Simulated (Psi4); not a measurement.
**SnH3F (SnFH3), step by step**

Wanted: a structure relaxation (BP86/def2-SVP), then vibrational wavenumbers, then a single-point energy (MP2/def2-TZVPP) of SnH3F (SnFH3). 

The results are computed with Psi4 1.11.

## 1. The structure to begin with

SnH3F has 5 atoms, charge 0, and is taken as a singlet. As SMILES, `[H][Sn]([H])([H])[F]`. Geometry: a GFN2-xTB relaxation, a rough one for these elements and not checked as a minimum. The run starts from this shape.

Bond lengths: Sn1–F2 1.924 Å, Sn1–H3 1.664 Å, Sn1–H4 1.662 Å, Sn1–H5 1.663 Å. Angles: F2–Sn1–H3 102.5°, F2–Sn1–H4 102.8°, F2–Sn1–H5 102.6°, H3–Sn1–H4 115.3°, H3–Sn1–H5 115.3°, H4–Sn1–H5 115.5°.

## 2. A geometry optimisation at BP86/def2-SVP (density fitting, core potential) (run 1)

Contents of input.in:

```
memory 1.6 GB

molecule {
  Sn    -0.002590     0.002420    -0.166930
  F      0.011740    -0.019270     1.757340
  H      1.619230     0.010970    -0.538180
  H     -0.817750     1.408460    -0.512480
  H     -0.810630    -1.402580    -0.539750
  units angstrom
  symmetry c1
}

set basis def2-SVP
set reference rks
set geom_maxiter 60

e, wfn = optimize("bp86", return_wfn=True)
```

Command:

```console
psi4 -n 1 input.in input.out
```

input.out:

```text
[...]
  Running in c1 symmetry.
[...]
  Nuclear repulsion =   81.108187405707227
[...]
  Multiplicity = 1
[...]
  Nalpha       = 17
  Nbeta        = 17
[...]
    Number of basis functions: 55
[...]
   @DF-RKS iter   1:  -315.85883397099144   -1.32605e+00   9.24104e-03 DIIS/ADIIS
[...]
   @DF-RKS iter   7:  -315.97110371303341   -1.08002e-12   2.26857e-09 DIIS
[...]
  @DF-RKS Final Energy:  -315.97110371303341
   => Energetics <=
    Nuclear Repulsion Energy =             79.0030023601528768
    One-Electron Energy =                -675.1734717115807598
    Two-Electron Energy =                 309.9192997354000454
    DFT Exchange-Correlation Energy =     -29.7199340970055808
    Empirical Dispersion Energy =           0.0000000000000000
    VV10 Nonlocal Energy =                  0.0000000000000000
    Total Energy =                       -315.9711037130334148
[...]
 Multipole Moments:
 ------------------------------------------------------------------------------------
     Multipole            Electronic (a.u.)      Nuclear  (a.u.)        Total (a.u.)
 ------------------------------------------------------------------------------------
 L = 1.  Multiply by 2.5417464519 to convert [e a0] to [Debye]
 Dipole X            :         -0.0934895            0.0871581           -0.0063314
 Dipole Y            :          0.1611620           -0.1507421            0.0104199
 Dipole Z            :        -15.5523449           14.5568821           -0.9954629
 Magnitude           :                                                    0.9955375
[...]
  -Total Gradient:
     Atom            X                  Y                   Z
    ------   -----------------  -----------------  -----------------
       1       -0.000030601115     0.000007111685    -0.000048492230
       2        0.000007145169    -0.000003434898     0.000090154295
       3       -0.000012214686    -0.000004087762    -0.000021528965
       4        0.000007133558     0.000002444164    -0.000014762376
       5        0.000012658635     0.000003605037    -0.000018976686
[...]
    Final optimized geometry and variables:
    Molecular point group: c1
    Full point group: C1
    Geometry (in Angstrom), charge = 0, multiplicity = 1:
    SN          -0.001498483579     0.002617218082    -0.253256593204
    F            0.010068909340    -0.017665972163     1.711056588209
    H            1.659518487613     0.012017732794    -0.717774566566
    H           -0.839774645682     1.445743614932    -0.688565699375
    H           -0.831275326485    -1.436115674597    -0.718353729602
    Psi4 run time: 0:00:16.81
[...]
```

Standard output:

```text
Optimizer: Optimization complete!
```

It took 18 s on 1 thread of Intel Xeon Platinum 8375C at 2.90GHz (Ice Lake), shared host; peak memory 0.41 GiB.

Steps, from the record of the run:

```tsv
step	energy from the first frame kept (eV)	largest force (eV/Å)
0	0.0000	1.1059
1	-0.1026	0.5267
2	-0.1132	0.2261
3	-0.1170	0.0630
4	-0.1174	0.0047
```

After the run. Bond lengths: Sn1–F2 1.964 Å, Sn1–H3 1.725 Å, Sn1–H4 1.725 Å, Sn1–H5 1.725 Å. Angles: F2–Sn1–H3 105.3°, F2–Sn1–H4 105.3°, F2–Sn1–H5 105.3°, H3–Sn1–H4 113.3°, H3–Sn1–H5 113.3°, H4–Sn1–H5 113.3°.

## 3. Vibrational wavenumbers at BP86/def2-SVP (density fitting, core potential) (run 2)

Contents of calc.dat:

```
memory 1.6 GB

molecule mol {
  0 1
  Sn
  F 1 1.964452
  H 1 1.724773 2 105.289
  H 1 1.724765 3 113.29867 2 114.5546
  H 1 1.72476 4 113.3327 3 -130.87461
}

set {
  t 400.0
  rotational_symmetry_number 3
}

e_tot, wfn = frequencies('bp86/def2-SVP', return_wfn=True)
```

Command:

```console
psi4 -i calc.dat -o calc.out -n 1
```

calc.out:

```text
[...]
    !!!  WARNING: ECP capability is in beta. Please check occupations closely.  !!!
[...]
  Running in c1 symmetry.
[...]
  Nuclear repulsion =   79.003003043716518
[...]
  Multiplicity = 1
[...]
  Nalpha       = 17
  Nbeta        = 17
[...]
    Number of basis functions: 55
[...]
   @DF-RKS iter   1:  -315.85844292094714   -1.34661e+00   9.48204e-03 ADIIS/DIIS
[...]
   @DF-RKS iter  11:  -315.97110349529316   -3.58114e-12   2.72082e-09 DIIS
[...]
  @DF-RKS Final Energy:  -315.97110349529316
   => Energetics <=
    Nuclear Repulsion Energy =             79.0029973173502640
    One-Electron Energy =                -675.1734606043746680
    Two-Electron Energy =                 309.9192937575739961
    DFT Exchange-Correlation Energy =     -29.7199339658427490
    Empirical Dispersion Energy =           0.0000000000000000
    VV10 Nonlocal Energy =                  0.0000000000000000
    Total Energy =                       -315.9711034952931641
[...]
  -Total Gradient:
     Atom            X                  Y                   Z
    ------   -----------------  -----------------  -----------------
       1       -0.000154064395    -0.000030219054    -0.000048555372
       2       -0.000042731413     0.000006569167     0.000090170384
       3        0.000007497841    -0.000012184638    -0.000021546173
       4        0.000092973096     0.000060146799     0.000047056391
       5        0.000091855825    -0.000040023458    -0.000080816967
[...]
  ==> Harmonic Vibrational Analysis <==
[...]
  Freq [cm^-1]                 497.7020            500.3218            602.9953
[...]
  IR activ [km/mol]            25.5531             32.0898             58.0424
[...]
  Freq [cm^-1]                 674.4405            694.6648            701.3339
[...]
  IR activ [km/mol]            84.5919             90.9818             107.0363
[...]
  Freq [cm^-1]                1855.1187           1875.8622           1882.2854
[...]
  IR activ [km/mol]            24.0184             178.0000            176.4435
[...]
  Total E_0, Enthalpy at 0 [K]                                                         -315.94995155 [Eh]
[...]
  Total H, Enthalpy at  400.00 [K]                                                     -315.94273324 [Eh]
[...]
  Total G, Gibbs energy at  400.00 [K]                                                 -315.98601742 [Eh]
[...]
```

On the terminal:

```text
Warning: used thermodynamics relations inappropriate for low-frequency modes: ['497.7020' '500.3218' '602.9953']
```

Run time: 89 s. Hardware: 1 thread of Intel Xeon Platinum 8375C at 2.90GHz (Ice Lake), shared host; peak memory 0.4 GiB.

## 4. A single-point energy at MP2/def2-TZVPP (density fitting, core potential, density fitting for correlation) (run 3)

Contents of job.py:

```python
import psi4

psi4.set_memory('1600 MB')
psi4.set_num_threads(1)
psi4.core.set_output_file('output.dat', False)

mol = psi4.geometry("""
Sn    -0.002180     0.002202    -0.170335
F      0.009387    -0.018081     1.793978
H      1.658837     0.011602    -0.634853
H     -0.840456     1.445328    -0.605644
H     -0.831957    -1.436531    -0.635432
units angstrom
""")

psi4.set_options({
    'basis': 'def2-TZVPP',
    'num_frozen_docc': 5,
})

result, w = psi4.energy("mp2", molecule=mol, return_wfn=True)
print('E =', round(result, 9))
```

Command:

```console
python job.py
```

output.dat:

```text
[...]
    !!!  WARNING: ECP capability is in beta. Please check occupations closely.  !!!
[...]
  Running in c1 symmetry.
[...]
  Nuclear repulsion =   79.003008938313513
[...]
  Multiplicity = 1
[...]
  Nalpha       = 17
  Nbeta        = 17
[...]
    Number of basis functions: 123
[...]
 WARNING: Atomic UHF is not converging! Try casting from a smaller basis or call Rob at CCMST.
   -------------------------
[...]
   @DF-RHF iter   1:  -314.51258936348103   -1.88539e+00   3.81589e-03 ADIIS/DIIS
[...]
   @DF-RHF iter  11:  -314.58587631920801   -2.33058e-12   1.92112e-09 DIIS
[...]
    Orbital Energies [Eh]
    ---------------------
    Doubly Occupied:
       1A    -26.223443     2A     -5.894223     3A     -4.085721
       4A     -4.083176     5A     -4.083173     6A     -1.505667
       7A     -1.352836     8A     -1.352831     9A     -1.347153
      10A     -1.347149    11A     -1.342327    12A     -0.699333
      13A     -0.589808    14A     -0.589804    15A     -0.564121
      16A     -0.465319    17A     -0.465250
[...]
  @DF-RHF Final Energy:  -314.58587631920801
   => Energetics <=
    Nuclear Repulsion Energy =             79.0030089383135135
    One-Electron Energy =                -675.1950978580426863
    Two-Electron Energy =                 281.6062126005211326
    Total Energy =                       -314.5858763192080119
[...]
 Multipole Moments:
 ------------------------------------------------------------------------------------
     Multipole            Electronic (a.u.)      Nuclear  (a.u.)        Total (a.u.)
 ------------------------------------------------------------------------------------
 L = 1.  Multiply by 2.5417464519 to convert [e a0] to [Debye]
 Dipole X            :         -0.0950820            0.0871548           -0.0079272
 Dipole Y            :          0.1637981           -0.1507420            0.0130561
 Dipole Z            :        -15.8049717           14.5568809           -1.2480908
 Magnitude           :                                                    1.2481843
[...]
```

The script printed:

```text
E = -315.174968199
```

Wall time 3.6 s (1 thread of Intel Xeon Platinum 8375C at 2.90GHz (Ice Lake), shared host); peak memory 0.24 GiB.

## 5. Results

| quantity | value |
| --- | --- |
| run 1, BP86/def2-SVP: total energy at the end | -315.97110 Eh |
| run 1, BP86/def2-SVP: dipole moment | 2.53 D |
| run 1, BP86/def2-SVP: HOMO energy | -7.65 eV |
| run 1, BP86/def2-SVP: LUMO energy | -1.51 eV |
| run 1, BP86/def2-SVP: HOMO–LUMO gap | 6.14 eV |
| run 2, BP86/def2-SVP: lowest harmonic wavenumber | 498 cm⁻¹ |
| run 2, BP86/def2-SVP: highest harmonic wavenumber | 1882 cm⁻¹ |
| run 2, BP86/def2-SVP: zero-point energy | 55.5 kJ/mol |
| run 2, BP86/def2-SVP: ideal-gas entropy at 400 K (symmetry number 3 as used) | 67.9 cal/(mol K) |
| run 3, MP2/def2-TZVPP: total energy | -315.17497 Eh |
| run 3, MP2/def2-TZVPP: HOMO energy (Hartree–Fock orbitals) | -12.66 eV |
| run 3, MP2/def2-TZVPP: LUMO energy (Hartree–Fock orbitals) | 1.64 eV |
| run 3, MP2/def2-TZVPP: HOMO–LUMO gap (Hartree–Fock orbitals) | 14.30 eV |
| run 3, MP2/def2-TZVPP: correlation energy (5 core orbitals frozen) | -589.1 mEh |

**Reading.** The optimisation (run 1, BP86/def2-SVP) took 5 steps and changed the energy by -0.117 eV. All 9 modes (run 2, BP86/def2-SVP) are real, so the shape is a minimum at this level.
